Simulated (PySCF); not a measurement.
# C7H12Si: the cost of one run

Computed with PySCF 2.14.0, with density-fitted response routines of our own, on a single molecule, in the gas phase or a continuum. Atoms count from 0, in the outputs and in this text.

## (1) Starting geometry

20 atoms, charge 0, multiplicity 1; geometry from: GFN2-xTB. The atoms were then displaced at random by about 0.01 Å, so the start is not that level's minimum.

Bonds of the start (Å): C0–C1 1.55, C1–C2 1.53, C2–Si3 1.85, Si3–C4 1.89, C4–C5 1.34, C5–C6 1.46, C6–C7 1.34, C7–Si3 1.90, C0–H8 1.09, C0–H9 1.10, C0–H10 1.06, C1–H11 1.08, C1–H12 1.11, C2–H13 1.11, C2–H14 1.10, Si3–H15 1.46, C4–H16 1.10, C5–H17 1.09, C6–H18 1.09, C7–H19 1.08.

## (2) Optimising the geometry at PBE0-D3(BJ)/def2-SVP

Job settings and geometry (Å):

```
{"job": {"xc": "PBE0", "basis": "def2-SVP", "d3": "d3bj", "grid": 1, "shake": 0.01, "kind": "geom"}, "charge": 0, "multiplicity": 1}
C      3.308220     0.079620     0.226880
C      1.938900     0.415250    -0.427960
C      0.864290    -0.616320    -0.068040
Si    -0.774900    -0.228190    -0.841520
C     -1.689860     1.267310    -0.122410
C     -2.834970     0.883800     0.456660
C     -3.112560    -0.548050     0.406620
C     -2.201050    -1.310340    -0.212030
H      4.031130     0.854490    -0.031820
H      3.189730     0.094500     1.316710
H      3.635730    -0.875300    -0.086640
H      2.068710     0.449310    -1.504350
H      1.585110     1.419610    -0.114910
H      0.778010    -0.659770     1.034350
H      1.215560    -1.609110    -0.389190
H     -0.735190    -0.170470    -2.296950
H     -1.380580     2.318220    -0.131080
H     -3.538010     1.551630     0.953560
H     -4.035520    -0.926400     0.856940
H     -2.363760    -2.374390    -0.296550
```

Started as:

```bash
$ OMP_NUM_THREADS=1 python probes_run.py task.json out
```

This one command runs all jobs of the session in turn.

**Question.** How long does this first job take on 1 thread of AMD EPYC 7R43, shared host, and how much memory does it need?

About 1.8 min, with a peak of 0.84 GiB.
